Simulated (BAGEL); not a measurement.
# One shape, several levels: triplet CH7GaSi

Wanted: a comparison of 3 runs (UHF/3-21G, ROHF/6-31G*, UHF/6-31G*) of triplet CH7GaSi. 

The results are computed with BAGEL 1.2.2.

3 further runs of the same task are left out: 3 that didn't finish.

### 1 The molecule

The species is CH7GaSi (10 atoms), meant as a triplet with charge 0. SMILES of the parent species: `[CH3][GaH][SiH3]`. Geometry: relaxed at PBE0-D4/def2-TZVP. That shape belongs to the parent species and isn't relaxed for this state.

Bond lengths: C1–Ga2 1.971 Å, Ga2–Si3 2.419 Å, C1–H4 1.090 Å, C1–H5 1.094 Å, C1–H6 1.093 Å, Ga2–H7 1.578 Å, Si3–H8 1.492 Å, Si3–H9 1.489 Å, Si3–H10 1.492 Å. Some angles: C1–Ga2–Si3 120.8°, C1–Ga2–H7 118.1°, Si3–Ga2–H7 121.0°, Ga2–C1–H4 113.1°, Ga2–C1–H5 109.2°, Ga2–C1–H6 110.1°, Ga2–Si3–H8 110.2°, Ga2–Si3–H9 114.2°, Ga2–Si3–H10 110.2°, H4–C1–H5 108.5°.

### 2 A single-point energy at UHF/3-21G (density fitting with cc-pvqz-jkfit) (run 1)

The input, input.json:

```json
{ "bagel" : [

{
  "title" : "molecule",
  "basis" : "3-21g",
  "df_basis" : "cc-pvqz-jkfit",
  "angstrom" : true,
  "geometry" : [
    { "atom" : "C", "xyz" : [   -1.123300,    1.394100,   -0.619200 ] },
    { "atom" : "Ga", "xyz" : [    0.561500,    0.659300,    0.093300 ] },
    { "atom" : "Si", "xyz" : [    0.786700,   -1.705300,    0.550700 ] },
    { "atom" : "H", "xyz" : [   -1.924300,    0.656600,   -0.670400 ] },
    { "atom" : "H", "xyz" : [   -0.947000,    1.785400,   -1.626000 ] },
    { "atom" : "H", "xyz" : [   -1.454200,    2.236500,   -0.005700 ] },
    { "atom" : "H", "xyz" : [    1.759600,    1.654600,    0.346000 ] },
    { "atom" : "H", "xyz" : [    0.531000,   -2.496200,   -0.688800 ] },
    { "atom" : "H", "xyz" : [    2.125000,   -2.100900,    1.069700 ] },
    { "atom" : "H", "xyz" : [   -0.231700,   -2.135100,    1.553300 ] }
  ]
},
{
  "title" : "uhf",
  "nopen" : 2
},
{
  "title" : "print",
  "file" : "orbitals.molden",
  "orbitals" : true
}

]}
```

Run with:

```
BAGEL_NUM_THREADS=1 BAGEL input.json > input.out
```

The log of the run:

```text
* using 1 threads per process

  ===============================================================
  ===============================================================

  *** Geometry ***

  { "atom" : "C", "xyz" : [     -2.122729,      2.634467,     -1.170118 ] },
  { "atom" : "Ga", "xyz" : [      1.061081,      1.245896,      0.176311 ] },
  { "atom" : "Si", "xyz" : [      1.486648,     -3.222550,      1.040672 ] },
  { "atom" : "H", "xyz" : [     -3.636400,      1.240794,     -1.266872 ] },
  { "atom" : "H", "xyz" : [     -1.789571,      3.373917,     -3.072695 ] },
  { "atom" : "H", "xyz" : [     -2.748040,      4.226372,     -0.010771 ] },
  { "atom" : "H", "xyz" : [      3.325162,      3.126741,      0.653845 ] },
  { "atom" : "H", "xyz" : [      1.003445,     -4.717134,     -1.301643 ] },
  { "atom" : "H", "xyz" : [      4.015668,     -3.970126,      2.021440 ] },
  { "atom" : "H", "xyz" : [     -0.437850,     -4.034754,      2.935312 ] },

  Number of auxiliary basis functions:      829

  Since a DF basis is specified, we compute 2- and 3-index integrals:
    o Being stored without compression. Storage requirement is 0.022 GB

  Number of basis functions:       58
  Number of electrons      :       58

    * METHOD: MOLECULE                             0.91

  *** Open-shell HF ***

  === Nuclear Repulsion ===
   238.5830285650

      * DIIS with orbital gradients will be used.

  === UHF iteration (3-21g) ===
      0      -2242.69466814          0.02871353           0.27
      1      -2242.76517999          0.01202638           0.27
      2      -2242.77621640          0.00620084           0.27
      3      -2242.77909953          0.00111499           0.36
      4      -2242.77968011          0.00044472           0.26
      5      -2242.77986122          0.00019117           0.26
      6      -2242.77992876          0.00010605           0.27
      7      -2242.77995473          0.00007522           0.26
      8      -2242.77997108          0.00005629           0.26
      9      -2242.77998202          0.00004114           0.26
     10      -2242.77998795          0.00002143           0.26
     11      -2242.77998984          0.00000795           0.27
     12      -2242.77999001          0.00000214           0.26
     13      -2242.77999004          0.00000136           0.26
     14      -2242.77999006          0.00000085           0.26
     15      -2242.77999007          0.00000036           0.26
     16      -2242.77999007          0.00000020           0.26
     17      -2242.77999007          0.00000012           0.26
     18      -2242.77999007          0.00000009           0.27
     19      -2242.77999007          0.00000003           0.26
     20      -2242.77999007          0.00000001           0.26
     21      -2242.77999007          0.00000000           0.26
    * SCF iteration converged.

    * S^2 (UHF) is 2.0052

    * Permanent dipole moment:
           (    0.203315,     1.002126,    -0.073296) a.u.

    * METHOD: UHF                                  6.19

    * METHOD: PRINT                                0.01

  ===============================================================
```

It took 7.5 s on 1 thread of Intel Xeon Platinum 8259CL at 2.50GHz (Skylake/Cascade Lake), shared host; peak memory 0.14 GiB.

### 3 A single-point energy at ROHF/6-31G(d) (density fitting with cc-pvqz-jkfit, spherical functions) (run 2)

The input, input.json:

```json
{ "bagel": [

{
  "title": "molecule",
  "basis": "6-31gs.json",
  "df_basis": "cc-pvqz-jkfit",
  "angstrom": true,
  "geometry": [
    { "atom": "C", "xyz": [      -1.123300,       1.394100,      -0.619200 ] },
    { "atom": "Ga", "xyz": [       0.561500,       0.659300,       0.093300 ] },
    { "atom": "Si", "xyz": [       0.786700,      -1.705300,       0.550700 ] },
    { "atom": "H", "xyz": [      -1.924300,       0.656600,      -0.670400 ] },
    { "atom": "H", "xyz": [      -0.947000,       1.785400,      -1.626000 ] },
    { "atom": "H", "xyz": [      -1.454200,       2.236500,      -0.005700 ] },
    { "atom": "H", "xyz": [       1.759600,       1.654600,       0.346000 ] },
    { "atom": "H", "xyz": [       0.531000,      -2.496200,      -0.688800 ] },
    { "atom": "H", "xyz": [       2.125000,      -2.100900,       1.069700 ] },
    { "atom": "H", "xyz": [      -0.231700,      -2.135100,       1.553300 ] }
  ]
},

{ "title": "rohf", "nopen": 2 },

{ "title": "print", "file": "orbitals.molden", "orbitals": true }

]}
```

The basis set 6-31G* is read from a file made from the Basis Set Exchange's data (not shown).

Run with:

```
BAGEL_NUM_THREADS=1 BAGEL input.json > input.out
```

The log of the run:

```text
* using 1 threads per process

  ===============================================================
  ===============================================================

  *** Geometry ***

  { "atom" : "C", "xyz" : [     -2.122729,      2.634467,     -1.170118 ] },
  { "atom" : "Ga", "xyz" : [      1.061081,      1.245896,      0.176311 ] },
  { "atom" : "Si", "xyz" : [      1.486648,     -3.222550,      1.040672 ] },
  { "atom" : "H", "xyz" : [     -3.636400,      1.240794,     -1.266872 ] },
  { "atom" : "H", "xyz" : [     -1.789571,      3.373917,     -3.072695 ] },
  { "atom" : "H", "xyz" : [     -2.748040,      4.226372,     -0.010771 ] },
  { "atom" : "H", "xyz" : [      3.325162,      3.126741,      0.653845 ] },
  { "atom" : "H", "xyz" : [      1.003445,     -4.717134,     -1.301643 ] },
  { "atom" : "H", "xyz" : [      4.015668,     -3.970126,      2.021440 ] },
  { "atom" : "H", "xyz" : [     -0.437850,     -4.034754,      2.935312 ] },

  Number of auxiliary basis functions:      829

  Since a DF basis is specified, we compute 2- and 3-index integrals:
    o Being stored without compression. Storage requirement is 0.040 GB

  Number of basis functions:       78
  Number of electrons      :       58

    * METHOD: MOLECULE                             1.17

  *** Open-shell HF ***

  === Nuclear Repulsion ===
   238.5830285650

      * DIIS with orbital gradients will be used.

  === ROHF iteration (6-31gs.json) ===
      0      -2253.54044219          0.02460954           0.46
      1      -2253.63276914          0.01319918           0.37
      2      -2253.65118333          0.00789515           0.39
      3      -2253.65830764          0.00175750           0.39
      4      -2253.65960444          0.00093930           0.37
      5      -2253.66002442          0.00036294           0.39
      6      -2253.66015034          0.00008974           0.42
      7      -2253.66018756          0.00003782           0.36
      8      -2253.66019022          0.00001969           0.36
      9      -2253.66019197          0.00000792           0.36
     10      -2253.66019135          0.00000329           0.38
     11      -2253.66019138          0.00000170           0.36
     12      -2253.66019125          0.00000053           0.36
     13      -2253.66019124          0.00000018           0.37
     14      -2253.66019123          0.00000005           0.40
     15      -2253.66019123          0.00000003           0.48
     16      -2253.66019123          0.00000002           0.37
     17      -2253.66019123          0.00000001           0.37
    * SCF iteration converged.

    * S^2 (ROHF) is 2.0000

    * Permanent dipole moment:
           (    0.189568,     0.920328,    -0.066583) a.u.

    * METHOD: ROHF                                 7.42

    * METHOD: PRINT                                0.01

  ===============================================================
```

It took 9 s on 1 thread of Intel Xeon Platinum 8259CL at 2.50GHz (Skylake/Cascade Lake), shared host; peak memory 0.18 GiB.

### 4 The energy at UHF/6-31G(d) (density fitting with cc-pvqz-jkfit, spherical functions) (run 3)

The input, job.json:

```json
{ "bagel": [

{
  "title": "molecule",
  "basis": "6-31gs.json",
  "df_basis": "cc-pvqz-jkfit",
  "angstrom": true,
  "geometry": [
    { "atom": "C", "xyz": [      -1.123300,       1.394100,      -0.619200 ] },
    { "atom": "Ga", "xyz": [       0.561500,       0.659300,       0.093300 ] },
    { "atom": "Si", "xyz": [       0.786700,      -1.705300,       0.550700 ] },
    { "atom": "H", "xyz": [      -1.924300,       0.656600,      -0.670400 ] },
    { "atom": "H", "xyz": [      -0.947000,       1.785400,      -1.626000 ] },
    { "atom": "H", "xyz": [      -1.454200,       2.236500,      -0.005700 ] },
    { "atom": "H", "xyz": [       1.759600,       1.654600,       0.346000 ] },
    { "atom": "H", "xyz": [       0.531000,      -2.496200,      -0.688800 ] },
    { "atom": "H", "xyz": [       2.125000,      -2.100900,       1.069700 ] },
    { "atom": "H", "xyz": [      -0.231700,      -2.135100,       1.553300 ] }
  ]
},

{ "title": "uhf", "charge": 0, "nopen": 2 },

{ "title": "print", "file": "orbitals.molden", "orbitals": true }

]}
```

The basis set 6-31G* is read from a file made from the Basis Set Exchange's data (not shown).

Run with:

```
BAGEL_NUM_THREADS=1 BAGEL job.json > job.out
```

The log of the run:

```text
* using 1 threads per process

  ===============================================================
  ===============================================================

  *** Geometry ***

  { "atom" : "C", "xyz" : [     -2.122729,      2.634467,     -1.170118 ] },
  { "atom" : "Ga", "xyz" : [      1.061081,      1.245896,      0.176311 ] },
  { "atom" : "Si", "xyz" : [      1.486648,     -3.222550,      1.040672 ] },
  { "atom" : "H", "xyz" : [     -3.636400,      1.240794,     -1.266872 ] },
  { "atom" : "H", "xyz" : [     -1.789571,      3.373917,     -3.072695 ] },
  { "atom" : "H", "xyz" : [     -2.748040,      4.226372,     -0.010771 ] },
  { "atom" : "H", "xyz" : [      3.325162,      3.126741,      0.653845 ] },
  { "atom" : "H", "xyz" : [      1.003445,     -4.717134,     -1.301643 ] },
  { "atom" : "H", "xyz" : [      4.015668,     -3.970126,      2.021440 ] },
  { "atom" : "H", "xyz" : [     -0.437850,     -4.034754,      2.935312 ] },

  Number of auxiliary basis functions:      829

  Since a DF basis is specified, we compute 2- and 3-index integrals:
    o Being stored without compression. Storage requirement is 0.040 GB

  Number of basis functions:       78
  Number of electrons      :       58

    * METHOD: MOLECULE                             1.25

  *** Open-shell HF ***

  === Nuclear Repulsion ===
   238.5830285650

      * DIIS with orbital gradients will be used.

  === UHF iteration (6-31gs.json) ===
      0      -2253.54044219          0.02460954           0.40
      1      -2253.63586951          0.01308328           0.42
      2      -2253.65394614          0.00781959           0.39
      3      -2253.66061915          0.00158468           0.41
      4      -2253.66178665          0.00087076           0.44
      5      -2253.66219808          0.00040346           0.44
      6      -2253.66247027          0.00015854           0.39
      7      -2253.66254502          0.00009294           0.36
      8      -2253.66257916          0.00006142           0.38
      9      -2253.66259936          0.00003885           0.38
     10      -2253.66260601          0.00002472           0.37
     11      -2253.66260889          0.00001452           0.37
     12      -2253.66260987          0.00000583           0.37
     13      -2253.66261006          0.00000257           0.36
     14      -2253.66261008          0.00000161           0.38
     15      -2253.66261008          0.00000082           0.38
     16      -2253.66261008          0.00000051           0.37
     17      -2253.66261008          0.00000033           0.37
     18      -2253.66261009          0.00000023           0.37
     19      -2253.66261009          0.00000013           0.37
     20      -2253.66261009          0.00000009           0.43
     21      -2253.66261009          0.00000006           0.37
     22      -2253.66261009          0.00000003           0.36
     23      -2253.66261009          0.00000002           0.37
     24      -2253.66261009          0.00000001           0.37
     25      -2253.66261009          0.00000001           0.38
    * SCF iteration converged.

    * S^2 (UHF) is 2.0076

    * Permanent dipole moment:
           (    0.201773,     0.931808,    -0.064647) a.u.

    * METHOD: UHF                                 10.48

    * METHOD: PRINT                                0.01

  ===============================================================
```

Wall time 12 s (1 thread of Intel Xeon Platinum 8259CL at 2.50GHz (Skylake/Cascade Lake), shared host); peak memory 0.18 GiB.

### 5 All runs side by side

| run | level | energy (Eh) | dipole moment (D) | ⟨S²⟩ | wall time |
| --- | --- | --- | --- | --- | --- |
| 1 | UHF/3-21G (density fitting with cc-pvqz-jkfit) | -2242.779990 | 2.61 | 2.005 | 7.5 s |
| 2 | ROHF/6-31G* (density fitting with cc-pvqz-jkfit, spherical functions) | -2253.660191 | 2.39 | 2.000 | 9 s |
| 3 | UHF/6-31G* (density fitting with cc-pvqz-jkfit, spherical functions) | -2253.662610 | 2.43 | 2.008 | 12 s |

### 6 What came out

| quantity | value |
| --- | --- |
| run 3: total energy | -2253.66261 Eh |
| run 3: dipole moment | 2.43 D |
| run 3: ⟨S²⟩ | 2.008 |

The dipole moment (its size) runs from 2.39 D (ROHF/6-31G*) to 2.61 D (UHF/3-21G). The two ends differ in method and basis. All runs together took 29 s, the longest 12 s.
